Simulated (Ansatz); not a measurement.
**C2H10BNSi: small, medium and large basis sets**

How large a basis does C2H10BNSi need? Two functionals are run in growing sets.

Program: Ansatz 0.2.0, Gaussian basis. Level of theory: one geometry, several basis sets. These are calculated values, not measurements.

The runs, in order: PBE0-D4/def2-SVP; ωB97M-V/def2-SVP; PBE0-D4/def2-QZVPP; ωB97M-V/def2-QZVPP; the functionals' def2-TZVPP values are taken from earlier runs.

## (1) The relaxed structure

An earlier PBE0-D4 in a triple-zeta def2 set relaxation fixed the geometry.

SMILES `BN[SiH](C)C`, 15 atoms, charge 0, spin multiplicity 1.

Atoms are counted from 1 here; the program's logs count them from 0.

Bond lengths: B1–N2 1.396 Å, B1–H6 1.198 Å, B1–H7 1.199 Å, N2–Si3 1.756 Å, N2–H8 1.012 Å, Si3–C4 1.867 Å, Si3–C5 1.860 Å, Si3–H9 1.492 Å, C4–H10 1.093 Å, C4–H11 1.093 Å, C4–H12 1.093 Å, C5–H13 1.092 Å, C5–H14 1.093 Å, C5–H15 1.092 Å. Angles: N2–B1–H6 119.6°, N2–B1–H7 119.7°, H6–B1–H7 120.7°, B1–N2–Si3 129.0°, B1–N2–H8 115.7°, Si3–N2–H8 115.2°, N2–Si3–C4 109.5°, N2–Si3–C5 109.9°, N2–Si3–H9 107.4°, C4–Si3–C5 111.7°, C4–Si3–H9 108.2°, C5–Si3–H9 110.0°, Si3–C4–H10 110.8°, Si3–C4–H11 110.8°, Si3–C4–H12 111.3°, H10–C4–H11 108.2°, H10–C4–H12 107.6°, H11–C4–H12 108.0° and more.

## (2) PBE0-D4 in def2-SVP

The input, in.yaml:

```yaml
crystal:
  periodic: [false, false, false]
  atoms:
    - {symbol: B, position_ang: [-0.737186, 1.971917, 0.999972]}
    - {symbol: N, position_ang: [-1.148429, 0.737005, 0.496026]}
    - {symbol: Si, position_ang: [-0.270105, -0.387939, -0.526517]}
    - {symbol: C, position_ang: [-0.035477, -2.002475, 0.380586]}
    - {symbol: C, position_ang: [1.355575, 0.356077, -1.037884]}
    - {symbol: H, position_ang: [0.353474, 2.388145, 0.730239]}
    - {symbol: H, position_ang: [-1.478640, 2.604574, 1.698538]}
    - {symbol: H, position_ang: [-2.080650, 0.444065, 0.757919]}
    - {symbol: H, position_ang: [-1.113451, -0.647540, -1.730022]}
    - {symbol: H, position_ang: [0.452508, -2.740954, -0.261278]}
    - {symbol: H, position_ang: [0.583372, -1.861747, 1.270593]}
    - {symbol: H, position_ang: [-0.993533, -2.421807, 0.698739]}
    - {symbol: H, position_ang: [1.996825, 0.545549, -0.174294]}
    - {symbol: H, position_ang: [1.878186, -0.335130, -1.704701]}
    - {symbol: H, position_ang: [1.215429, 1.299662, -1.568615]}
basis:
  gaussian: {orbitals: def2-SVP}
hamiltonian: {xc: pbe0, dispersion: d4}
output: {orbitals: {seedname: orbitals}}
```

The run is started by

```
ansatz run in.yaml --threads 4 --pin off --events-out ev --progress --plain --max-ram 10444MiB
```

The runs that follow: ωB97M-V in def2-SVP; PBE0-D4 in def2-QZVPP; ωB97M-V in def2-QZVPP.

Q: Predict the results of all the runs planned. Wanted: PBE0-D4: double and triple zeta above quadruple; ωB97M-V: double and triple zeta above quadruple.

**Answer**, as computed:

| quantity | value |
| --- | --- |
| PBE0-D4: double and triple zeta above quadruple | 8.32, 0.54 eV |
| ωB97M-V: double and triple zeta above quadruple | 8.62, 0.51 eV |

What this shows: PBE0-D4 gains 7.78 eV from double to triple zeta, then 0.54 eV more. These are total energies; as a rule much of such shifts cancels in differences, which this series doesn't test. The LUMO of ωB97M-V is positive and keeps falling with the basis (2.30 to 1.49 eV): an unbound level that the basis holds in place.
